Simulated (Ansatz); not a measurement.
# Hf2N: relaxation and properties

The task, for Hf2N: relax cell and atoms, compute bands, density of states and charges and compare with the cell as listed.

Program: Ansatz 0.2.0. Level of theory: DFT PBEsol, scalar-relativistic, plane waves, PAW. These are calculated values, not measurements.

## 1. The structure to begin with

Symmetry: P4_2/mnm, No. 136, tetragonal system. Conventional cell: a = 5.313 Å, b = 5.313 Å, c = 3.242 Å, α = 90.00°, β = 90.00°, γ = 90.00°. Around Hf (site symmetry m2m) lie 3 N at 2.22 to 2.23 Å. N (site symmetry mmm) has 6 Hf at 2.22 to 2.23 Å as nearest neighbours.

As a file:

```
Hf N
1.0
     5.31312    0.00000    0.00000
     0.00000    5.31312    0.00000
     0.00000    0.00000    3.24210
Hf N
4 2
Direct
  0.29554 0.29554 0.00000
  0.70446 0.70446 0.00000
  0.79554 0.20446 0.50000
  0.20446 0.79554 0.50000
  0.00000 0.00000 0.00000
  0.50000 0.50000 0.50000
```

The structure comes from the Materials Project (structure only).

(A quick probe on a coarse mesh, which set the mesh and smearing, is not shown.)

## 3. Full relaxation

Input file input.yaml:

```yaml
crystal:
  lattice:
    - [5.31312402, 0.0, 0.0]
    - [0.0, 5.31312402, 0.0]
    - [0.0, 0.0, 3.24209839]
  atoms:
    - { symbol: Hf, position: [0.29553637, 0.29553637, 0.0] }
    - { symbol: Hf, position: [0.70446363, 0.70446363, 0.0] }
    - { symbol: Hf, position: [0.79553637, 0.20446363, 0.5] }
    - { symbol: Hf, position: [0.20446363, 0.79553637, 0.5] }
    - { symbol: "N", position: [0.0, 0.0, 0.0] }
    - { symbol: "N", position: [0.5, 0.5, 0.5] }
basis:
  ecutwfc: 420
kpoints:
  mp_grid: { grid: [8, 8, 12] }
hamiltonian:
  xc: pbesol
scf:
  occupations: { method: gaussian, width: 0.1 }
output:
  forces: true
  stress: true
  eigenvalues: true
  write_density: true
  write_potential: true
  elf: true
  volumetric_format: npy
relax:
  adjacent_minimum: "off"
  f_tol: 0.005
  max_steps: 80
  cell: { stress_tol: 0.05 }
```

Run with:

```console
ansatz run input.yaml --threads 1 --pin off --max-ram 2560MiB --backend cpu --events-out ev --progress --plain --runs-dir out
```

Further runs follow: bands, states and charges; back to the database's cell; atoms relaxed in the listed cell.

Q: Predict the outcome of this session. Wanted: relaxed cell; volume; formation energy; gap; states at the Fermi level; Bader charges; listed cell; listed cell, atoms relaxed.

The runs gave:

```
                                                               quantity                                                                      value
                                                           relaxed cell  a = 5.296 Å, b = 5.296 Å, c = 3.227 Å, α = 90.00°, β = 90.00°, γ = 90.00°
                                                   space group (0.01 Å)                                                         P4_2/mnm (No. 136)
                                                                 volume                                                              15.08 Å³/atom
formation energy (elements from runs with the same settings, not shown)                                                              -1.34 eV/atom
                                                                    gap                                                               none (metal)
                                              states at the Fermi level                                                       2.71 per eV per cell
                                                          Bader charges                                                        Hf +0.97, N -1.93 e
                                                            listed cell            1.2 meV/atom above the relaxed cell, -2.3 GPa, gap none (metal)
                                             listed cell, atoms relaxed            1.2 meV/atom above the relaxed cell, -2.3 GPa, gap none (metal)
```

Relaxation lowered the volume by 1.1 %. It comes out metallic. Of the projected weight within 0.25 eV of the Fermi level, the largest part is Hf 5d (86 %). Bader charges reach 1.9 e, so charge transfer in this metal is strong. The listed cell costs 1.2 meV/atom and carries a pressure of -2.3 GPa at this level. Spin-orbit coupling is left out, which matters for the bands of Hf.
